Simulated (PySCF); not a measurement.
# C₃H₂ClF₅: excited states, first hyperpolarisability

Aim: compute the excited states, first hyperpolarisability of C₃H₂ClF₅ (`FC(F)(F)C(F)(F)CCl`).

Programs: PySCF 2.14.0, with routines of our own; each step states its level. All values are computed. Atoms count from 0.

### Step 1. The system as given

11 atoms, charge 0, multiplicity 1; geometry from: GFN2-xTB.

### Step 2. Relaxing the molecule at PBE0-D3(BJ)/def2-SVP

The job: settings as JSON, then the geometry in Å.

```
{"job": {"xc": "PBE0", "basis": "def2-SVP", "d3": "d3bj", "grid": 2, "kind": "geom"}, "charge": 0, "multiplicity": 1}
F      1.350306    -1.284066     0.457693
C      1.283450    -0.069040    -0.094393
F      1.510162    -0.200935    -1.395852
F      2.270942     0.658555     0.417174
C     -0.100221     0.585875     0.193953
F     -0.234049     1.663143    -0.606423
F     -0.061202     1.065731     1.463304
C     -1.285875    -0.363760     0.064192
Cl    -1.321120    -1.115146    -1.547488
H     -2.203833     0.209811     0.203398
H     -1.203136    -1.147498     0.818479
```

Command:

```
$ OMP_NUM_THREADS=1 python excited_run.py task.json out
```

The driver reads the jobs from task.json and runs them one after another.

Output:

```text
step   0  E = -1073.58580635  max force = 0.010701
step   1  E = -1073.58688557  max force = 0.008085
step   2  E = -1073.58764457  max force = 0.002989
step   3  E = -1073.58772747  max force = 0.001119
step   4  E = -1073.58774819  max force = 0.000460
step   5  E = -1073.58777192  max force = 0.001135
step   6  E = -1073.58778484  max force = 0.001182
step   7  E = -1073.58778930  max force = 0.000595
step   8  E = -1073.58779045  max force = 0.000131
optimisation converged
```

Wall time 75 s (1 thread of Arm Neoverse V1, shared host); peak memory 0.71 GiB.

Relaxation path:

```csv
step,energy from step 0 (eV),largest force component (eV/Å)
0,0.0000,0.5503
1,-0.0294,0.4157
2,-0.0500,0.1537
3,-0.0523,0.0575
4,-0.0528,0.0237
5,-0.0535,0.0584
6,-0.0538,0.0608
7,-0.0540,0.0306
8,-0.0540,0.0067
```

Distances of close pairs at the start and the end, largest changes first:

```csv
bond,before (Å),after (Å),change (Å)
C1–C4,1.558,1.544,-0.014
C7–Cl8,1.779,1.766,-0.013
C4–C7,1.525,1.516,-0.009
C4–F5,1.349,1.341,-0.008
C7–H9,1.091,1.099,+0.007
C4–F6,1.358,1.350,-0.007
C7–H10,1.091,1.097,+0.006
C1–F2,1.328,1.322,-0.006
```

The end geometry stands in the next job.

```csv
at the end point,value
point group (found at 0.08 Å tolerance),C1
"rotational constants (GHz, main isotopes)","1.949, 1.127, 0.968"
dipole moment (D),1.78
```

### Step 3. Excited states: TDA CAM-B3LYP/def2-TZVP

The job: settings as JSON, then the geometry in Å.

```
{"job": {"kind": "states", "xc": "CAM-B3LYP", "basis": "def2-TZVP", "tda": true, "soc": true, "nstates": 6, "ntriplets": 5, "nquad": 4}, "charge": 0, "multiplicity": 1}
F      1.561827    -0.774043     0.864285
C      1.260450     0.310949     0.152604
F      1.736661     0.163401    -1.071920
F      1.845138     1.359033     0.712779
C     -0.270557     0.510819     0.139608
F     -0.544784     1.511423    -0.709384
F     -0.618745     0.902831     1.384167
C     -1.099962    -0.718108    -0.176335
Cl    -0.849880    -1.337452    -1.811122
H     -2.152274    -0.424142    -0.062363
H     -0.862185    -1.505431     0.549784
```

Level: TDA CAM-B3LYP/def2-TZVP excited states, vertical, gas phase, spin-orbit mean-field couplings.

Output:

```text
coarse grid: 11552 points
cycle   1  E = -1074.8007951012  dE =  1.695e+00  |g| = 1.265e+00  |ddm| = 2.754e+00
cycle   2  E = -1074.6041926008  dE =  1.966e-01  |g| = 1.790e+00  |ddm| = 1.498e+00
cycle   3  E = -1075.0708162903  dE = -4.666e-01  |g| = 6.545e-02  |ddm| = 8.124e-01
cycle   4  E = -1075.0714288408  dE = -6.126e-04  |g| = 3.700e-02  |ddm| = 7.372e-02
cycle   5  E = -1075.0716248199  dE = -1.960e-04  |g| = 1.115e-02  |ddm| = 2.704e-02
cycle   6  E = -1075.0716417180  dE = -1.690e-05  |g| = 2.994e-03  |ddm| = 6.866e-03
cycle   7  E = -1075.0716431832  dE = -1.465e-06  |g| = 6.274e-04  |ddm| = 2.774e-03
final grid: 114136 points
cycle   8  E = -1075.0759757958  dE = -7.309e-05  |g| = 4.829e-03  |ddm| = 3.850e-02
cycle   9  E = -1075.0759747474  dE =  1.048e-06  |g| = 5.391e-03  |ddm| = 4.655e-03
cycle  10  E = -1075.0759788781  dE = -4.131e-06  |g| = 4.983e-04  |ddm| = 2.572e-03
cycle  11  E = -1075.0759789126  dE = -3.446e-08  |g| = 1.830e-04  |ddm| = 4.022e-04
cycle  12  E = -1075.0759789180  dE = -5.463e-09  |g| = 4.478e-05  |ddm| = 1.625e-04
cycle  13  E = -1075.0759789184  dE = -3.720e-10  |g| = 1.061e-05  |ddm| = 4.550e-05
converged SCF energy = -1075.0759789184

Singlet excitations
state   eV       nm        f     d(h-e)  d(exc)  Lambda  PR(NTO)  |dmu|/D   mu/D   main configurations
  1   7.5922   163.3   0.00105   0.519   2.199   0.569   1.016    1.374    2.318   H->L 0.86
  2   7.6676   161.7   0.00136   0.503   2.243   0.571   1.019    1.257    2.071   H-1->L 0.87
  3   9.3077   133.2   0.00135   1.561   3.011   0.358   1.006    4.930    4.059   H->L+1 0.86, H-1->L+1 0.10
  4   9.3907   132.0   0.00733   1.421   3.018   0.336   1.052    4.498    3.480   H-1->L+1 0.84, H->L+1 0.10
  5  10.0044   123.9   0.01047   0.874   2.955   0.406   1.767                     H->L+2 0.46, H-2->L 0.25, H-1->L+2 0.15
  6  10.0458   123.4   0.01333   0.689   2.913   0.428   1.951                     H-2->L 0.47, H-1->L+2 0.27, H->L+2 0.12

Triplet excitations (Tamm-Dancoff)
state   eV     d(h-e)  d(exc)  Lambda  PR(NTO)   main configurations
  1   6.6688   0.478   2.103   0.566   1.007   H->L 0.80, H-1->L 0.12
  2   6.7659   0.456   2.125   0.566   1.010   H-1->L 0.79, H->L 0.12
  3   9.0339   1.234   2.871   0.375   1.191   H->L+1 0.84
  4   9.1281   0.908   2.775   0.391   1.656   H-1->L+1 0.63, H-2->L 0.12, H-3->L 0.08
  5   9.2984   0.427   2.499   0.535   1.850   H-3->L 0.43, H-1->L+1 0.23, H-2->L 0.13
S1 - T1 = 0.9234 eV

Spin-orbit couplings |<S|Hso|T>| (cm-1)
             T1       T2       T3       T4       T5
S0      252.183  249.241   16.624   31.832   28.807
S1       21.615  273.984   31.065   75.313  173.029
S2      272.068   23.054   32.436   69.946  170.674
S3        5.979    6.745   85.352  170.386  133.562
S4       19.105    4.305  212.729  113.690    3.086
S5       42.140    7.342   29.563    8.766   23.990
S6       59.948   21.488   29.319   37.401   43.133
T1 sublevels (cm-1): 0.000 4.598 79.815   radiative rates (1/s): 4.46 8.41e+03 2.57e+03
```

Wall time 77 s (1 thread of Arm Neoverse V1, shared host); peak memory 1.2 GiB.

In short:

```csv
quantity,value
S1 less T1,0.92 eV
```

### Step 4. Excited states: TDDFT CAM-B3LYP/aug-cc-pVDZ

The job, as its differences from that of step 3:

```diff
@@ -1,2 +1,2 @@
-{"job": {"kind": "states", "xc": "CAM-B3LYP", "basis": "def2-TZVP", "tda": true, "soc": true, "nstates": 6, "ntriplets": 5, "nquad": 4}, "charge": 0, "multiplicity": 1}
+{"job": {"kind": "states", "xc": "CAM-B3LYP", "basis": "aug-cc-pVDZ", "tpa": true, "nstates": 8, "nquad": 6, "ntriplets": 0}, "charge": 0, "multiplicity": 1}
 F      1.561827    -0.774043     0.864285
```

Method: TDDFT CAM-B3LYP/aug-cc-pVDZ excited states, vertical, gas phase, two-photon moments by quadratic response.

Output:

```text
coarse grid: 11552 points
cycle   1  E = -1074.6188865727  dE =  1.730e+00  |g| = 1.171e+00  |ddm| = 6.681e+00
cycle   2  E = -1074.4569197572  dE =  1.620e-01  |g| = 1.614e+00  |ddm| = 3.838e+00
cycle   3  E = -1074.8718718914  dE = -4.150e-01  |g| = 6.704e-02  |ddm| = 2.207e+00
cycle   4  E = -1074.8725736155  dE = -7.017e-04  |g| = 3.271e-02  |ddm| = 1.688e-01
cycle   5  E = -1074.8727486408  dE = -1.750e-04  |g| = 1.039e-02  |ddm| = 5.763e-02
cycle   6  E = -1074.8727652823  dE = -1.664e-05  |g| = 2.341e-03  |ddm| = 1.574e-02
cycle   7  E = -1074.8727663470  dE = -1.065e-06  |g| = 5.699e-04  |ddm| = 6.017e-03
final grid: 114136 points
cycle   8  E = -1074.8743890151  dE = -2.917e-05  |g| = 4.442e-03  |ddm| = 8.018e-02
cycle   9  E = -1074.8743876775  dE =  1.338e-06  |g| = 5.452e-03  |ddm| = 1.254e-02
cycle  10  E = -1074.8743922902  dE = -4.613e-06  |g| = 2.548e-04  |ddm| = 6.569e-03
cycle  11  E = -1074.8743923013  dE = -1.117e-08  |g| = 1.343e-04  |ddm| = 7.388e-04
cycle  12  E = -1074.8743923047  dE = -3.333e-09  |g| = 3.583e-05  |ddm| = 2.588e-04
cycle  13  E = -1074.8743923049  dE = -2.231e-10  |g| = 8.266e-06  |ddm| = 5.342e-05
converged SCF energy = -1074.8743923049

Singlet excitations
state   eV       nm        f     d(h-e)  d(exc)  Lambda  PR(NTO)  |dmu|/D   mu/D   delta(TPA)   sigma/GM   main configurations
  1   7.4093   167.3   0.00389   0.317   2.484   0.397   1.019    0.399    1.979        1.40      0.028   H->L+1 0.67
  2   7.4957   165.4   0.00451   0.306   2.521   0.404   1.021    0.307    1.758        3.66      0.075   H-1->L+1 0.66
  3   8.1512   152.1   0.00963   1.452   3.648   0.270   1.008    5.834    4.015       18.20      0.443   H->L 0.72, H->L+1 0.13
  4   8.2649   150.0   0.02127   1.469   3.711   0.267   1.010    5.909    4.063       17.34      0.434   H-1->L 0.72, H-1->L+1 0.13
  5   9.0382   137.2   0.03182   1.710   4.150   0.194   1.014    6.408    4.889       17.66      0.528   H->L+2 0.85
  6   9.1112   136.1   0.00775   1.640   4.150   0.165   1.025    6.175    4.584        7.87      0.239   H-1->L+2 0.83
  7   9.4708   130.9   0.01921   0.967   4.024   0.205   1.107                                            H->L+3 0.54, H->L+6 0.15, H-1->L+3 0.09
  8   9.5281   130.1   0.01685   0.853   3.963   0.230   1.193                                            H-1->L+3 0.51, H-1->L+6 0.13
```

Run time: 69 s. Hardware: 1 thread of Arm Neoverse V1, shared host; peak memory 0.98 GiB.

### Step 5. First hyperpolarisability: quadratic response CAM-B3LYP/aug-cc-pVDZ

The job, as its differences from that of step 4:

```diff
@@ -1,2 +1,2 @@
-{"job": {"kind": "states", "xc": "CAM-B3LYP", "basis": "aug-cc-pVDZ", "tpa": true, "nstates": 8, "nquad": 6, "ntriplets": 0}, "charge": 0, "multiplicity": 1}
+{"job": {"kind": "beta", "xc": "CAM-B3LYP", "basis": "aug-cc-pVDZ"}, "charge": 0, "multiplicity": 1}
 F      1.561827    -0.774043     0.864285
```

With the program's defaults for keys left out, this is: quadratic response CAM-B3LYP/aug-cc-pVDZ first hyperpolarisability, Taylor convention, gas phase.

Output:

```text
coarse grid: 11552 points
cycle   1  E = -1074.6188865727  dE =  1.730e+00  |g| = 1.171e+00  |ddm| = 6.681e+00
cycle   2  E = -1074.4569197572  dE =  1.620e-01  |g| = 1.614e+00  |ddm| = 3.838e+00
cycle   3  E = -1074.8718718914  dE = -4.150e-01  |g| = 6.704e-02  |ddm| = 2.207e+00
cycle   4  E = -1074.8725736155  dE = -7.017e-04  |g| = 3.271e-02  |ddm| = 1.688e-01
cycle   5  E = -1074.8727486408  dE = -1.750e-04  |g| = 1.039e-02  |ddm| = 5.763e-02
cycle   6  E = -1074.8727652823  dE = -1.664e-05  |g| = 2.341e-03  |ddm| = 1.574e-02
cycle   7  E = -1074.8727663470  dE = -1.065e-06  |g| = 5.699e-04  |ddm| = 6.017e-03
final grid: 114136 points
cycle   8  E = -1074.8743890151  dE = -2.917e-05  |g| = 4.442e-03  |ddm| = 8.018e-02
cycle   9  E = -1074.8743876775  dE =  1.338e-06  |g| = 5.452e-03  |ddm| = 1.254e-02
cycle  10  E = -1074.8743922902  dE = -4.613e-06  |g| = 2.548e-04  |ddm| = 6.569e-03
cycle  11  E = -1074.8743923013  dE = -1.117e-08  |g| = 1.343e-04  |ddm| = 7.388e-04
cycle  12  E = -1074.8743923047  dE = -3.333e-09  |g| = 3.583e-05  |ddm| = 2.588e-04
cycle  13  E = -1074.8743923049  dE = -2.231e-10  |g| = 8.266e-06  |ddm| = 5.342e-05
converged SCF energy = -1074.8743923049

Lowest singlets (eV, f): 7.4093 0.0039  7.4957 0.0045  8.1512 0.0096

First hyperpolarisability (au)
process     nm      |vector|   parallel      HRS      DR
static         -      101.07     -41.57      37.54   8.086
shg       1907.0      103.43     -42.39      38.43   8.059
eope      1907.0      101.85     -41.84          -       -
shg       1064.0      109.00     -44.31      40.51   8.004
eope      1064.0      103.60     -42.45          -       -
```

It took 47 s on 1 thread of Arm Neoverse V1, shared host; peak memory 0.92 GiB.

### Step 6. Excited states: TDA CAM-B3LYP/def2-TZVP in tetrahydrofuran

The job, as its differences from that of step 5:

```diff
@@ -1,2 +1,2 @@
-{"job": {"kind": "beta", "xc": "CAM-B3LYP", "basis": "aug-cc-pVDZ"}, "charge": 0, "multiplicity": 1}
+{"job": {"kind": "states", "xc": "CAM-B3LYP", "basis": "def2-TZVP", "tda": true, "soc": true, "nstates": 6, "ntriplets": 5, "nquad": 4, "solvent": "tetrahydrofuran"}, "charge": 0, "multiplicity": 1}
 F      1.561827    -0.774043     0.864285
```

Method: TDA CAM-B3LYP/def2-TZVP excited states, vertical, IEF-PCM tetrahydrofuran (non-equilibrium response), spin-orbit mean-field couplings.

Output:

```text
coarse grid: 11552 points
cycle   1  E = -1074.8110041704  dE =  1.684e+00  |g| = 1.254e+00  |ddm| = 2.753e+00
cycle   2  E = -1074.6339302466  dE =  1.771e-01  |g| = 1.745e+00  |ddm| = 1.413e+00
cycle   3  E = -1075.0754391966  dE = -4.415e-01  |g| = 6.427e-02  |ddm| = 7.495e-01
cycle   4  E = -1075.0760387419  dE = -5.995e-04  |g| = 3.452e-02  |ddm| = 6.479e-02
cycle   5  E = -1075.0762095026  dE = -1.708e-04  |g| = 9.634e-03  |ddm| = 2.612e-02
cycle   6  E = -1075.0762221553  dE = -1.265e-05  |g| = 3.010e-03  |ddm| = 6.159e-03
cycle   7  E = -1075.0762235849  dE = -1.430e-06  |g| = 5.680e-04  |ddm| = 2.392e-03
final grid: 114136 points
cycle   8  E = -1075.0805307341  dE = -7.330e-05  |g| = 4.750e-03  |ddm| = 3.848e-02
cycle   9  E = -1075.0805298913  dE =  8.428e-07  |g| = 5.207e-03  |ddm| = 4.497e-03
cycle  10  E = -1075.0805337236  dE = -3.832e-06  |g| = 4.903e-04  |ddm| = 2.395e-03
cycle  11  E = -1075.0805337557  dE = -3.207e-08  |g| = 1.931e-04  |ddm| = 3.911e-04
cycle  12  E = -1075.0805337618  dE = -6.137e-09  |g| = 4.108e-05  |ddm| = 1.449e-04
cycle  13  E = -1075.0805337622  dE = -3.317e-10  |g| = 9.925e-06  |ddm| = 4.182e-05
converged SCF energy = -1075.0805337622

Singlet excitations
state   eV       nm        f     d(h-e)  d(exc)  Lambda  PR(NTO)  |dmu|/D   mu/D   main configurations
  1   7.6369   162.3   0.00105   0.492   2.202   0.566   1.016    1.443    2.711   H->L 0.91
  2   7.7416   160.2   0.00151   0.482   2.247   0.581   1.019    1.338    2.435   H-1->L 0.92
  3   9.5475   129.9   0.00149   1.402   2.967   0.360   1.012    4.857    3.964   H->L+1 0.93
  4   9.6436   128.6   0.00870   1.152   2.930   0.355   1.147    3.961    2.990   H-1->L+1 0.85
  5  10.1101   122.6   0.00222   0.699   2.790   0.476   1.587                     H-2->L 0.67
  6  10.2173   121.3   0.03421   1.337   3.046   0.376   1.166                     H->L+2 0.46, H-1->L+2 0.40

Triplet excitations (Tamm-Dancoff)
state   eV     d(h-e)  d(exc)  Lambda  PR(NTO)   main configurations
  1   6.7350   0.457   2.108   0.562   1.007   H->L 0.87
  2   6.8568   0.443   2.129   0.575   1.011   H-1->L 0.86
  3   9.1940   0.271   2.530   0.499   1.957   H-2->L 0.28, H-3->L 0.22, H->L+1 0.18
  4   9.3156   1.040   2.774   0.410   1.497   H->L+1 0.69, H-3->L 0.11
  5   9.4323   0.637   2.551   0.489   2.135   H-1->L+1 0.47, H-3->L 0.33
S1 - T1 = 0.9019 eV

Spin-orbit couplings |<S|Hso|T>| (cm-1)
             T1       T2       T3       T4       T5
S0      245.913  243.421   45.137   16.150   17.836
S1       14.132  270.797  122.267   88.379  144.643
S2      268.979   15.519  118.623   82.312  145.711
S3        7.211   10.665  101.167   17.957  163.249
S4       32.425    5.545   84.327  206.812   41.806
S5       68.978   17.467   39.776   70.985   40.596
S6       21.418   15.274   15.100   23.709   32.404
T1 sublevels (cm-1): 0.000 4.762 63.077   radiative rates (1/s): 7.78 7.11e+03 3.06e+03
```

It took 78 s on 1 thread of Arm Neoverse V1, shared host; peak memory 1.2 GiB.

From this job:

```csv
quantity,value
S1 less T1,0.90 eV
```

### Step 7. Summary of results

| quantity | value |
| --- | --- |
| point group | C1 |
| rotational constants (main isotopes) | 1.95, 1.13, 0.97 GHz |
| S1 less T1 (step 3, TDA CAM-B3LYP/def2-TZVP) | 0.92 eV |
| β vector (step 5, quadratic response CAM-B3LYP/aug-cc-pVDZ) | static 101, SHG 1907.0 nm 103, SHG 1064.0 nm 109 au |
| S1 less T1 (step 6, TDA CAM-B3LYP/def2-TZVP in tetrahydrofuran) | 0.90 eV |

**Reading.** Over 8 steps the energy fell by 0.054 eV; of the close pairs, C1–C4 changed most, 1.558 to 1.544 Å. In step 3, the number of triplets below S1 is 2, and the largest singlet-triplet spin-orbit coupling is S1–T2, 273.98 cm⁻¹. β grows from 101 au (static) to 109 au for doubling at 1064.0 nm: normal dispersion, which grows as twice the photon energy moves toward the bright states. In step 6, the number of triplets below S1 is 2, and the largest singlet-triplet spin-orbit coupling is S1–T2, 270.80 cm⁻¹.
